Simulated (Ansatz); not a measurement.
# K2BrCl: an axial (c/a) deformation path

One table from this session's results is given with a row withheld; the runs are named, their logs left out.

Computed with Ansatz 0.2.0 (DFT PBEsol, scalar-relativistic, plane waves, PAW, unless a step's input says otherwise).

## Starting point

The structure is trigonal, space group R-3m (No. 166). The conventional cell has a = 4.561 Å, b = 4.561 Å, c = 22.399 Å, α = 90.00°, β = 90.00°, γ = 120.00°. K (site symmetry 3m) is surrounded by 3 Cl at 3.18 Å and 3 Br at 3.28 Å. Br (site symmetry -3m) has 6 K at 3.28 Å as nearest neighbours. Cl (site symmetry -3m) has 6 K at 3.18 Å as nearest neighbours.

As a file:

```
CELL_PARAMETERS angstrom
2.28063 1.31672 7.46643
-2.28063 1.31672 7.46643
0.00000 -2.63345 7.46643
ATOMIC_POSITIONS crystal
K 0.74619 0.74619 0.74619
K 0.25381 0.25381 0.25381
Br 0.50000 0.50000 0.50000
Cl 0.00000 0.00000 0.00000
```

It goes back to an entry of the Materials Project, which need not be the stable form.

The cell is taken as given, not relaxed at this level.

Set-up of the first run:

At fixed volume and fractional coordinates, lengths along (0.000, 0.000, 1.000) are scaled against those across it; ρ is that ratio over its starting value.

The input, input.yaml:

```yaml
crystal:
  lattice:
    - [2.4075898489, 1.3900226473, 6.6997595863]
    - [-2.4075898489, 1.3900226473, 6.6997595863]
    - [0.0, -2.7800452947, 6.6997595863]
  atoms:
    - { symbol: K, position: [0.74619069, 0.74619069, 0.74619069] }
    - { symbol: K, position: [0.25380931, 0.25380931, 0.25380931] }
    - { symbol: Br, position: [0.5, 0.5, 0.5] }
    - { symbol: Cl, position: [0.0, 0.0, 0.0] }
basis:
  ecutwfc: 420
kpoints:
  mp_grid: { grid: [6, 6, 6] }
hamiltonian:
  xc: pbesol
scf:
  occupations: { method: gaussian, width: 0.05 }
output:
  forces: true
  stress: true
  eigenvalues: true
```

Among the steps run: Point ρ = 0.850; ρ = 1.200; Point ρ = 0.920; At ρ = 1.100; ρ = 0.960; ρ = 1.050; At ρ = 0.800; Point ρ = 1.300.

One table of the session follows, with a row left open; its other results are not shown here.

It belongs to the step «The scan collected». Collected from the runs (energy zero: the undisturbed cell):

| ρ | ΔE (meV/atom) | pressure (GPa) | gap on the mesh (eV) |
| --- | --- | --- | --- |
| 0.800 | 30.0 | -0.8 | 4.25 |
| 0.850 | 17.5 | -0.6 | 4.35 |
| 0.920 | ? | ? | ? |
| 0.960 | 1.3 | -0.4 | 4.49 |
| 1.000 | 0.0 | -0.4 | 4.44 |
| 1.050 | 2.1 | -0.5 | 4.35 |
| 1.100 | 8.5 | -0.5 | 4.23 |
| 1.200 | 35.0 | -0.7 | 3.91 |
| 1.300 | 80.3 | -0.9 | 3.47 |

Q: Estimate the row for ρ = 0.920 from the others.

Worked estimate for «ΔE (meV/atom)». A straight line through the neighbours (0.850, 17.5) and (0.960, 1.3) gives 17.5 + (1.3 − 17.5) × (0.920 − 0.850) / (0.960 − 0.850) = 7.2; a parabola fitted to 4 rows on both sides gives 5.3.

**Answer.** ΔE (meV/atom): 5.2; pressure (GPa): -0.5; gap on the mesh (eV): 4.49. In «ΔE (meV/atom)» the line misses by +2.0 and the parabola by +0.1.
